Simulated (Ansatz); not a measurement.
Write a Python script for Ansatz's Python interface that makes a surface slab of BaZn, space group Pm-3m. Use (first run): PBEsol, PAW, cutoff 571 eV, 3×4×1 k-points, cold smearing of 0.15 eV.

```yaml
crystal:
  lattice:
    - [4.07851, 0.00000, 0.00000]
    - [0.00000, 4.07851, 0.00000]
    - [0.00000, 0.00000, 4.07851]
  atoms:
    - { symbol: Ba, position: [0.00000, 0.00000, 0.00000] }
    - { symbol: Zn, position: [0.50000, 0.50000, 0.50000] }
```

Script `slab_bazn.py`:
```python
import ansatz as az
from ase import Atoms
from ase.build import surface
import numpy as np


def main() -> None:
    atoms = Atoms(
        ['Ba', 'Zn'],
        scaled_positions=[
            [0.0, 0.0, 0.0],
            [0.5, 0.5, 0.5],
        ],
        cell=[
            [4.078513, 0.0, 0.0],
            [0.0, 4.078513, 0.0],
            [0.0, 0.0, 4.078513],
        ],
        pbc=True,
    )
    slab = surface(atoms, (1, 1, 0), 3, vacuum=8.0)
    slab.pbc = True

    print(slab.get_chemical_formula(), 'area {:.3f} A^2, cell height {:.2f} A'.format(np.linalg.norm(np.cross(slab.cell[0], slab.cell[1])), slab.cell[2, 2]))


    def common(structure):
        return (
            az.Crystal.from_ase(structure).calculation()
            .functional('pbesol')
            .basis(21 * az.Ha)
            .occupations('cold', width=0.15)
        )


    job = common(slab).kpoints(3, 4, 1).electric_field(axis=3, dipole_correction=True).potential().forces()
    outcome = job.run(threads=1)
    report = outcome.report

    print(f'slab free energy {report["free_energy_ev"]:.4f} eV, Fermi level {report["fermi_energy_ev"]:.3f} eV')
    face = report['work_function']
    print('work function (eV), upper and lower face:', *(round(face[k], 3) for k in ('phi_plus_ev', 'phi_minus_ev') if face.get(k) is not None))
    print(f'dipole {face["dipole_moment_e_ang"]:+.4f} e A')

    bulk = common(atoms).kpoints(6, 6, 6).run(threads=1).report
    excess = report['free_energy_ev'] - bulk['free_energy_ev'] * len(slab) / len(atoms)
    area = np.linalg.norm(np.cross(slab.cell[0], slab.cell[1]))
    print(f'mean surface energy {excess / (2 * area) * 16.02177:.3f} J/m^2 ({1000 * excess / (2 * area):.1f} meV/A^2)')

    print('z (A) and force along z (eV/A)')
    for site, force in sorted(zip(outcome.lattice.sites, report['forces_ev_ang']), key=lambda pair: pair[0].position_ang[2]):
        print(f'{site.symbol:3s} {site.position_ang[2]:8.3f} {force[2]:9.4f}')


if __name__ == '__main__':
    main()
```

```console
$ python slab_bazn.py
Ba3Zn3 area 23.524 A^2, cell height 21.77 A
RunWarning: The output density's exchange-correlation potential varies sharply where the density is thin. Do not read a vacuum level from v_tot or v_xc, or from such a field of the output density. On a cell that repeats whose density bears no net charge and [...]
slab free energy -27429.6710 eV, Fermi level 1.501 eV
work function (eV), upper and lower face: 2.77 2.77
dipole +0.0000 e A
mean surface energy 0.570 J/m^2 (35.6 meV/A^2)
z (A) and force along z (eV/A)
Ba     8.000    0.0657
Zn     8.000    0.3186
Ba    10.884   -0.0000
Zn    10.884    0.0000
Ba    13.768   -0.0657
Zn    13.768   -0.3186
```
(Warnings from the package without file and line, shortened.)

Caveats:
- Total energies depend on the potentials; only differences at equal settings carry meaning. A total without «per atom» is that of the cell as typed.
- The mesh is modest for a metal, so energies can be off by several to tens of meV an atom and pressures by half a GPa or more; differences at equal mesh fare better.
- An absolute Fermi energy rests on an arbitrary zero of the periodic potential and has no direct meaning.
- The structure comes from a database of computed cells and needn't be a stable or known phase.
- The slab is thin and cut from the structure as given; a cut can leave two unlike or polar faces, and the surface energy is then their mean. Miller indices refer to the vectors of the cell as typed, and the lattice isn't relaxed for this functional, so relaxation and surface energy can hold strain.
- Run time: 31 s on 1 thread of Arm Neoverse V1, on a shared host, peak memory 0.85 GiB.

(Lines on the test bed's own set-up are left out of the output.)
